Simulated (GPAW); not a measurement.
**CsLiCr2Te2S3: band structure with PBEsol**

The system is CsLiCr2Te2S3.

```
Cs Li Cr Te S
1.0
     3.42162   -5.18069    0.00784
     3.42162    5.18069    0.00784
    -2.90411    0.00000    7.43093
Cs Li Cr Te S
1 1 2 2 3
Direct
  0.09374 0.09374 0.00853
  0.58875 0.58875 0.55336
  0.05646 0.46755 0.55790
  0.46755 0.05646 0.55790
  0.56486 0.87357 0.29035
  0.87357 0.56486 0.29035
  0.81151 0.39697 0.73347
  0.39697 0.81151 0.73347
  0.21404 0.21404 0.48371
```

The cell was built by a generator and needn't be a form met in nature.

- Program: GPAW 26.7.0
- Task: band structure
- Functional: PBEsol
- Potentials or basis: PAW data sets generated in the run's folder for this functional
- Cutoff: 800 eV
- Basis: pw
- k mesh: 4 × 4 × 3
- Occupations: fermi-dirac, width 0.05 eV
- Spin: collinear spin, ferromagnetic start
- Starting moments: [0.0, 0.0, 3.0, 3.0, 0.0, 0.0, 0.0, 0.0, 0.0] μB
- Ranks: 8
- Maxiter: 150
- Band path: GYFHZIF1,H1Y1XGN,MG
- Band points: 80

```json
{"Pressure": "-1.9 GPa", "Largest force": "0.218 eV/Å", "Band gap along the path": "none (metal or under the smearing width)", "Net moment": "4.02 μB per cell", "Site moments": "Cs -0.00; Li +0.00; Cr +2.16; Te -0.15; S -0.07, -0.06 μB"}
```

Forces in eV/Å, atoms in the order of the input:
```
Cs  -0.018  0.000  0.033
Li   0.015  0.000 -0.011
Cr   0.012  0.079 -0.054
Cr   0.012 -0.079 -0.054
Te   0.030  0.042  0.212
Te   0.030 -0.042  0.212
S   -0.031 -0.052 -0.171
S   -0.031  0.052 -0.171
S   -0.020  0.000  0.004
```

Stress tensor (GPa, compression positive):
```
-1.83  0.00 -0.07
 0.00 -2.04  0.00
-0.07  0.00 -1.76
```

Levels at the corners of the path, in eV from the Fermi level:
Spin up:
```csv
point,band 26,band 27,band 28,band 29,band 30,band 31
Γ,-0.75,-0.41,-0.36,-0.19,0.22,0.73
Y,-0.49,-0.40,-0.02,0.27,0.71,0.82
F,-0.40,-0.36,0.04,0.18,0.61,0.65
H,-0.61,-0.38,-0.05,0.16,0.76,0.79
Z,-0.75,-0.41,-0.35,-0.10,0.12,0.63
I,-0.49,-0.44,0.06,0.22,0.58,0.69
F1,-0.40,-0.36,0.04,0.18,0.61,0.65
H1,-0.61,-0.38,-0.05,0.16,0.76,0.79
Y1,-0.49,-0.40,-0.02,0.27,0.71,0.82
X,-0.60,-0.45,-0.04,0.49,0.56,0.87
Γ,-0.75,-0.41,-0.36,-0.19,0.22,0.73
N,-0.80,-0.24,-0.02,0.27,0.48,0.80
M,-0.94,-0.26,-0.15,0.20,0.53,0.86
Γ,-0.75,-0.41,-0.36,-0.19,0.22,0.73
```
Spin down:
| point | band 21 | band 22 | band 23 | band 24 | band 25 | band 26 | band 27 | band 28 |
| --- | --- | --- | --- | --- | --- | --- | --- | --- |
| Γ | -1.92 | -1.68 | -0.70 | -0.56 | 0.67 | 0.84 | 1.04 | 1.05 |
| Y | -1.81 | -1.40 | -1.06 | -0.20 | 0.76 | 0.90 | 1.23 | 1.27 |
| F | -2.00 | -1.35 | -0.87 | -0.16 | 0.86 | 0.93 | 1.23 | 1.27 |
| H | -1.75 | -1.35 | -1.25 | -0.29 | 0.77 | 0.90 | 1.14 | 1.21 |
| Z | -2.14 | -1.66 | -0.67 | -0.61 | 0.68 | 0.80 | 1.10 | 1.15 |
| I | -2.02 | -1.30 | -0.73 | -0.13 | 0.88 | 0.93 | 1.14 | 1.24 |
| F1 | -2.00 | -1.35 | -0.87 | -0.16 | 0.86 | 0.93 | 1.23 | 1.27 |
| H1 | -1.75 | -1.35 | -1.25 | -0.29 | 0.77 | 0.90 | 1.14 | 1.21 |
| Y1 | -1.81 | -1.40 | -1.06 | -0.20 | 0.76 | 0.90 | 1.23 | 1.27 |
| X | -1.77 | -1.38 | -0.75 | -0.19 | 0.81 | 0.94 | 1.17 | 1.35 |
| Γ | -1.92 | -1.68 | -0.70 | -0.56 | 0.67 | 0.84 | 1.04 | 1.05 |
| N | -1.67 | -1.41 | -1.03 | -0.19 | 0.64 | 0.79 | 1.07 | 1.35 |
| M | -1.73 | -1.44 | -1.04 | -0.31 | 0.65 | 0.77 | 1.12 | 1.32 |
| Γ | -1.92 | -1.68 | -0.70 | -0.56 | 0.67 | 0.84 | 1.04 | 1.05 |

Wall time 5.2 min on 8 MPI ranks on AMD EPYC 9R45 96-Core Processor (Zen 5), on a shared host, peak memory 0.98 GiB a rank.

Caveat: spin-orbit coupling is left out, which moves the levels of the heavy elements; only a ferromagnetic start was run, and an antiferromagnetic order may lie lower in energy.
